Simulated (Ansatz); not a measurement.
# Te2Mo: biaxial against axial strain

Aim: for Te2Mo, strain the cell in the xy plane and along z independently.

Computed with Ansatz 0.2.0 (DFT r2SCAN, scalar-relativistic, plane waves, PAW, unless a step's input says otherwise).

### 1 The starting structure

It takes space group P-3m1 (No. 164, trigonal). Conventional cell: a = 3.562 Å, b = 3.562 Å, c = 24.730 Å, α = 90.00°, β = 90.00°, γ = 120.00°. Around Te (site symmetry 3m) lie 3 Mo at 2.73 Å. Around Mo (site symmetry 3m) lie 6 Te at 2.73 Å.

Coordinates:

```xyz
6
Lattice="3.5624 0.0000 0.0000 -1.7812 3.0851 0.0000 0.0000 0.0000 24.7301" Properties=species:S:1:pos:R:3 pbc="T T T"
Te    0.0000    2.0567    1.8926
Te    1.7812    1.0284   19.2588
Te    1.7812    1.0284   22.8376
Te    0.0000    2.0567    5.4713
Mo    0.0000    2.0567   21.0471
Mo    1.7812    1.0284    3.6830
```

It goes back to an entry of the Materials Project, which need not be the stable form.

This cell was relaxed beforehand with the same method: volume 45.30 Å³/atom, gap on the mesh 1.09 eV.

### 2 The reference cell

Reference values: F = -37916.2441 eV; pressure 0.00 GPa; largest force 0.000 eV/Å; gap on the mesh 1.09 eV. It was computed beforehand with the settings of the runs below.

### 3 Setting up biaxial against axial strain

The cell is strained by p along both x and y and by q along z, with fractional coordinates fixed.

### 4 Point p = -0.080, q = -0.080

File input.yaml:

```yaml
crystal:
  lattice:
    - [3.2773969017, 0.0, 0.0]
    - [-1.6386984508, 2.8383089751, 0.0]
    - [0.0, 0.0, 22.7517376597]
  atoms:
    - { symbol: Te, position: [0.3333333333, 0.6666666667, 0.0765285846] }
    - { symbol: Te, position: [0.6666666667, 0.3333333333, 0.7787587513] }
    - { symbol: Te, position: [0.6666666667, 0.3333333333, 0.9234714154] }
    - { symbol: Te, position: [0.3333333333, 0.6666666667, 0.2212412487] }
    - { symbol: Mo, position: [0.3333333333, 0.6666666667, 0.8510711437] }
    - { symbol: Mo, position: [0.6666666667, 0.3333333333, 0.1489288563] }
basis:
  ecutwfc: 500
kpoints:
  mp_grid: { grid: [12, 12, 2] }
hamiltonian:
  xc: r2scan
scf:
  occupations: { method: gaussian, width: 0.05 }
output:
  forces: true
  stress: true
  eigenvalues: true
```

Launch:

```sh
ansatz run input.yaml --threads 2 --pin off --max-ram 5120MiB --backend cpu --events-out ev --progress --plain --runs-dir out
```

The session goes on with these runs: At p = -0.080, q = 0.000; point p = -0.080, q = 0.080; p = 0.000, q = -0.080; p = 0.000, q = 0.080; point p = 0.080, q = -0.080; point p = 0.080, q = 0.000; point p = 0.080, q = 0.080; At p = -0.080, q = -0.040; p = -0.080, q = 0.040; p = -0.040, q = -0.080; At p = -0.040, q = 0.000.

Before running it: what results should come out? Wanted: highest point; lowest point away from the origin.

The runs gave:

| quantity | value |
| --- | --- |
| highest point | 596.5 meV/atom at (p, q) = (-0.080, -0.080) |
| lowest point away from the origin | 57.6 meV/atom at (-0.040, 0.000) |

What this shows: The undisturbed cell is the lowest computed point. At |p| = |q| = 0.080, points where p and q have the same sign cost 468.0 meV/atom on average, those of opposite sign 170.7: stretching in the plane is cheaper with a contraction along z. The gap on the mesh runs from 0.00 to 1.32 eV over the map. Spin-orbit coupling is left out, which matters for the bands of Te. The cell holds empty space of several Å, a single layer or slab in vacuum, so volume, pressure and the long edge depend on that space.
